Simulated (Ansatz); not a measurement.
# ClH3O2SZr: the cost of one run

Computed with Ansatz 0.2.0, Gaussian basis. Level: functionals in def2-TZVPP, the program's frozen cores in correlated methods.

Plan: PBE-D4, r2SCAN-D4, PBE0-D4, B3LYP-D4, ωB97X-V, ωB97M-V, B2PLYP; CCSD(T)/def2-TZVPP; MP2/def2-QZVPP; extrapolation to the limit.

### Step 1. The relaxed structure

An earlier PBE0-D4 in a triple-zeta def2 set relaxation fixed the geometry. Zr takes the def2 core potential; no spin-orbit term is included.

8 atoms, charge 0, spin multiplicity 1.

Atoms are counted from 1 here; the program's logs count them from 0.

Bond lengths: O1–Zr2 1.900 Å, O1–H6 0.953 Å, Zr2–O3 1.896 Å, Zr2–S4 2.454 Å, Zr2–Cl5 2.365 Å, O3–H7 0.953 Å, S4–H8 1.347 Å. Angles: Zr2–O1–H6 169.0°, O1–Zr2–O3 114.3°, O1–Zr2–S4 108.1°, O1–Zr2–Cl5 108.3°, O3–Zr2–S4 105.4°, O3–Zr2–Cl5 110.0°, S4–Zr2–Cl5 110.7°, Zr2–O3–H7 169.7°, Zr2–S4–H8 91.4°.

### Step 2. PBE-D4 (GGA)

The input, in.yaml:

```yaml
crystal:
  periodic: [false, false, false]
  atoms:
    - {symbol: O, position_ang: [1.702020, 0.065278, 0.204824]}
    - {symbol: Zr, position_ang: [-0.170681, -0.249430, 0.138753]}
    - {symbol: O, position_ang: [-1.172986, 0.744817, 1.404472]}
    - {symbol: S, position_ang: [-0.989636, 0.475957, -2.057945]}
    - {symbol: Cl, position_ang: [-0.544336, -2.564062, 0.447808]}
    - {symbol: H, position_ang: [2.604225, 0.304027, 0.398105]}
    - {symbol: H, position_ang: [-1.530861, 1.248413, 2.130573]}
    - {symbol: H, position_ang: [0.102255, -0.025000, -2.666601]}
basis:
  gaussian: {orbitals: def2-TZVPP}
hamiltonian: {xc: pbe, dispersion: d4}
output: {forces: true, orbitals: {seedname: orbitals}}
```

Started as:

```console
> ansatz run in.yaml --threads 2 --pin off --events-out ev --progress --plain --max-ram 22528MiB --backend cpu
```

Q: Estimate wall time and peak memory on 2 threads of AMD EPYC 7R13, shared host.

About 4.3 s, with a peak of 0.39 GiB.
